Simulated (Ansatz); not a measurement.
# C (diamond type): the cost of one run

Computed with Ansatz 0.2.0 (DFT, LDA, PAW with Ansatz's default frozen-core files, scalar-relativistic, unless a step's input says otherwise).

## Step 1: Starting point

The structure is cubic, space group Fd-3m (No. 227). The conventional cell has a = 4.021 Å, b = 4.021 Å, c = 4.021 Å, α = 90.00°, β = 90.00°, γ = 90.00°. C (site symmetry -43m) has 4 C at 1.74 Å as nearest neighbours.

Coordinates:

```xyz
2
Lattice="0.0000 2.0104 2.0104 2.0104 0.0000 2.0104 2.0104 2.0104 0.0000" Properties=species:S:1:pos:R:3 pbc="T T T"
C    -0.5026   -0.5026   -0.5026
C     0.5026    0.5026    0.5026
```

Atoms are numbered in the order of the input: C1, C2.

## Step 2: Bulk cell relaxed, PAW

input.yaml reads:

```yaml
crystal:
  lattice:
    - [0.0, 2.0103628793, 2.0103628793]
    - [2.0103628793, 0.0, 2.0103628793]
    - [2.0103628793, 2.0103628793, 0.0]
  atoms:
    - { symbol: C, position: [-0.125, -0.125, -0.125] }
    - { symbol: C, position: [0.125, 0.125, 0.125] }
kpoints:
  mp_grid: { grid: [14, 14, 14] }
scf:
  occupations: { method: fermi_dirac, width: 0.02 }
hamiltonian:
  xc: lda
  pseudopotentials: { kind: paw }
output:
  forces: true
  stress: true
  write_density: true
  write_potential: true
  elf: true
  volumetric_format: npy
relax:
  f_tol: 0.005
  max_steps: 40
  cell: {}
```

On the command line:

```bash
ansatz run input.yaml --threads 1 --pin off --max-ram 3584MiB --backend cpu --events-out ev --progress --plain --runs-dir out
```

**Question.** How long does this run take on 1 thread of Intel Xeon Platinum 8488C (Sapphire Rapids), shared host, and how much memory does it need?

About 5.2 s, with a peak of 0.33 GiB.
